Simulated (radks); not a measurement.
**B⁴⁺ in 1s1: an all-electron calculation**

What are the levels of the boron ion B4+, how large are its shells, and how does its energy divide?

The numbers are computed with radks (a radial shooting solver on a logarithmic mesh, Libxc functionals) version 1 (scalar-relativistic Kohn-Sham, PBE, spin-unpolarised, spherical densities, finite nucleus), except any that are marked as measured or tabulated.

**1. The system**

```
element            : boron (Z = 5)
charge             : +4
electrons          : 1
configuration      : 1s1
nuclear rms radius : 2.406 fm
```

Outer shells as boxes (Hund's rule):

B⁴⁺
```
1s [↑ ]
```

**2. Self-consistent calculation**

Input:

```text
Z 5
configuration 1s1 2s0 2p0
relativity scalar-relativistic
functional pbe,pbe
spin unpolarised
nucleus finite rms 2.406 fm
c 137.035999084
```

Command:

```console
> python run_ks.py task.json out
```

This one command runs every case of the session in turn.

**Question.** What will this run give?

The runs gave:

| quantity | value |
| --- | --- |
| total energy | -12.23145 hartree |
| exchange-correlation share of it | 10.38 % |
| −T/E | 0.9993 |
| highest occupied level | 1s, -300.16 eV |
| most extended occupied level | 1s, <r> = 0.305 bohr |
| radius at density 0.001 e/bohr³ | 1.08 bohr |
| maxima of the radial density | 1 |
| ionisation energy, NIST | 340.23 (theory) eV |

What this shows: The radial density shows 1 maxima for 1 occupied principal shells. The top level binds by 300.16 eV, 88 % of the NIST ionisation energy of 340.23 eV; the potential of a semilocal functional falls off too fast, so its top eigenvalue is too shallow. Spin polarisation and multiplet splitting are left out.
